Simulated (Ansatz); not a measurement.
**wB97X/STO-3G run of H3NO (SMILES NO)**

Aim: the electronic atomisation energy of H3NO at wB97X/STO-3G, from 4 runs. 

Program for the calculation: Ansatz 0.2.0.

45 further runs of the same task are left out: 2 that didn't finish, 43 set aside as unsound or not needed.

### 1 The system as given

H3NO: 5 atoms, total charge 0, spin state singlet. As SMILES, `NO`. The shape is that of a PBE0-D4/def2-TZVP optimisation. This is one conformer, not always the lowest.

Bond lengths: N1–O2 1.422 Å, N1–H3 1.016 Å, N1–H4 1.016 Å, O2–H5 0.960 Å. Angles: N1–O2–H5 102.8°, O2–N1–H3 104.5°, O2–N1–H4 104.5°, H3–N1–H4 106.0°.

### 2 A single-point energy at wB97X/STO-3G

Input file input.yaml:

```yaml
crystal:
  periodic: [false, false, false]
  atoms:
    - {symbol: "N", position_ang: [-0.165120, -0.361290, -0.321170]}
    - {symbol: O, position_ang: [0.364460, 0.666040, 0.508060]}
    - {symbol: H, position_ang: [-0.162690, -1.190020, 0.266770]}
    - {symbol: H, position_ang: [-1.141650, -0.109840, -0.446210]}
    - {symbol: H, position_ang: [1.105010, 0.995100, -0.007440]}
basis:
  gaussian:
    orbitals: STO-3G
accuracy: high
hamiltonian:
  xc: {name: wB97X}
```

Command:

```
ansatz run input.yaml --threads 1 --pin off --max-ram 3480MiB --events-out events.jsonl --progress --plain --runs-dir runs
```

Output:

```text
Warning: RAYON_NUM_THREADS=1 ignored (pool sized by the plan → 1); use --threads N
Functional definition: wB97X
  name "wB97X"
  parameter omega = 0.3/bohr
  parameter cx = 0.157706
  parameter cx1 = 0.726479
  parameter cx2 = 1.04760
  parameter cx3 = -5.70635
  parameter cx4 = 13.2794
  parameter css1 = -4.33879
  parameter css2 = 18.2308
  parameter css3 = -31.7430
  parameter css4 = 17.2901
  parameter cos1 = 2.37031
  parameter cos2 = -11.3995
  parameter cos3 = 6.58405
  parameter cos4 = -3.78132
  exchange = spin_sum(e_x_unif_sr(omega)*poly(b97_u_x, 1 - cx, cx1, cx2, cx3, cx4)) + cx*exact_x_sr(omega)
      + exact_x_lr(omega)
  correlation = spin_sum(e_c_pw_same_spin*poly(b97_u_same, 1, css1, css2, css3, css4))
      + integral(e_c_pw_opposite_spin*poly(b97_u_opposite, 1, cos1, cos2, cos3, cos4))
209 factors; integrals over basis functions are off by at most 2.3e-8 eV
113 factors; integrals over basis functions are off by at most 4.5e-10 eV
mean field evaluation 1: about -3534.2734 eV, gradient 1.1e1 eV
mean field evaluation 2: about -3534.7218 eV, gradient 4.3e0 eV
mean field evaluation 4: about -3534.7743 eV, gradient 2.4e-1 eV
mean field evaluation 8: about -3534.7596 eV, gradient 6.6e-4 eV
mean field evaluation 16: about -3534.7596 eV, gradient 1.5e-8 eV
mean field -3534.75956804 eV, -129.9000181794 hartree, gradient 1.5e-8 eV, S^2 0.000000; 0 other end points of the search recorded, 0 dependent functions left out
reference -3534.75956664 eV, -129.9000181278 hartree; 9, 9 occupied and 4, 4 virtual orbitals, 209 factors
Total energy: -3534.75956664 eV, -129.9000181278 hartree
```

It took 3.3 s on 1 thread of Arm Neoverse V1, shared host; peak memory 0.19 GiB.

### 3 The H atom

Input file in.yaml:

```yaml
crystal:
  periodic: [false, false, false]
  atoms:
    - {symbol: H, position_ang: [0.000000, 0.000000, 0.000000]}
basis:
  gaussian: {orbitals: STO-3G}
total_charge: 0
magnetization: {spin_polarized: true, initial_magnetization: 1}
hamiltonian: {xc: {name: wB97X}}
accuracy: high
```

Command:

```
ansatz run in.yaml --threads 1 --pin off --max-ram 3480MiB --events-out events.jsonl --progress --plain --runs-dir runs
```

Output, cut to the lines that bear on the results:

```text
Warning: RAYON_NUM_THREADS=1 ignored (pool sized by the plan → 1); use --threads N
[... 2 set-up lines as earlier in the session ...]
[...]
      + exact_x_lr(omega)
[...]
      + integral(e_c_pw_opposite_spin*poly(b97_u_opposite, 1, cos1, cos2, cos3, cos4))
1 factors; integrals over basis functions are off by at most 4.6e-10 eV
1 factors; integrals over basis functions are off by at most 2.9e-10 eV
[...]
mean field -12.70558344 eV, -0.4669215794 hartree, gradient 0.0e0 eV, S^2 0.750000; 0 other end points of the search recorded, 0 dependent functions left out
reference -12.70558358 eV, -0.4669215842 hartree; 1, 0 occupied and 0, 1 virtual orbitals, 1 factors
Total energy: -12.70558358 eV, -0.4669215842 hartree
```

Wall time 0.28 s (1 thread of Arm Neoverse V1, shared host).

### 4 The N atom at the same level

Input file in.yaml:

```yaml
basis:
  gaussian: {orbitals: STO-3G}
crystal:
  periodic: [false, false, false]
  atoms:
    - {symbol: "N", position_ang: [0.000000, 0.000000, 0.000000]}
total_charge: 0
magnetization: {spin_polarized: true, initial_magnetization: 3}
hamiltonian: {xc: {name: wB97X}}
accuracy: high
```

Command:

```
ansatz run in.yaml --threads 1 --pin off --max-ram 3480MiB --events-out events.jsonl --progress --plain --runs-dir runs
```

Output, cut to the lines that bear on the results:

```text
Warning: RAYON_NUM_THREADS=1 ignored (pool sized by the plan → 1); use --threads N
[... 2 set-up lines as earlier in the session ...]
[...]
      + exact_x_lr(omega)
[...]
      + integral(e_c_pw_opposite_spin*poly(b97_u_opposite, 1, cos1, cos2, cos3, cos4))
15 factors; integrals over basis functions are off by at most 1.1e-9 eV
15 factors; integrals over basis functions are off by at most 3.3e-10 eV
[...]
mean field -1466.49054326 eV, -53.8925334418 hartree, gradient 0.0e0 eV, S^2 3.750000; 0 other end points of the search recorded, 0 dependent functions left out
reference -1466.49054312 eV, -53.8925334367 hartree; 5, 2 occupied and 0, 3 virtual orbitals, 15 factors
Total energy: -1466.49054312 eV, -53.8925334367 hartree
```

Wall time 0.83 s (1 thread of Arm Neoverse V1, shared host); peak memory 0.13 GiB.

### 5 The O atom at the same level

Input file input.yaml:

```yaml
basis:
  gaussian: {orbitals: STO-3G}
crystal:
  periodic: [false, false, false]
  atoms:
    - symbol: O
      position_ang: [0.000000, 0.000000, 0.000000]
total_charge: 0
magnetization: {spin_polarized: true, initial_magnetization: 2}
hamiltonian: {xc: {name: wB97X}}
accuracy: high
```

Run the same way, it converges to -74.03628 Eh (log not shown).

### 6 What came out

Level: wB97X/STO-3G.

```
                     quantity          value
       molecule: total energy  -129.90002 Eh
         H atom: total energy    -0.46692 Eh
                 H atom: ⟨S²⟩          0.750
         N atom: total energy   -53.89253 Eh
                 N atom: ⟨S²⟩          3.750
         O atom: total energy   -74.03628 Eh
                 O atom: ⟨S²⟩          2.000
electronic atomisation energy      15.523 eV
```

**Reading.** Taking the molecule apart into free atoms costs 15.52 eV (1498 kJ/mol), before zero-point energy and without spin-orbit coupling. In a minimal basis such a difference can be off by several eV, whatever the method.
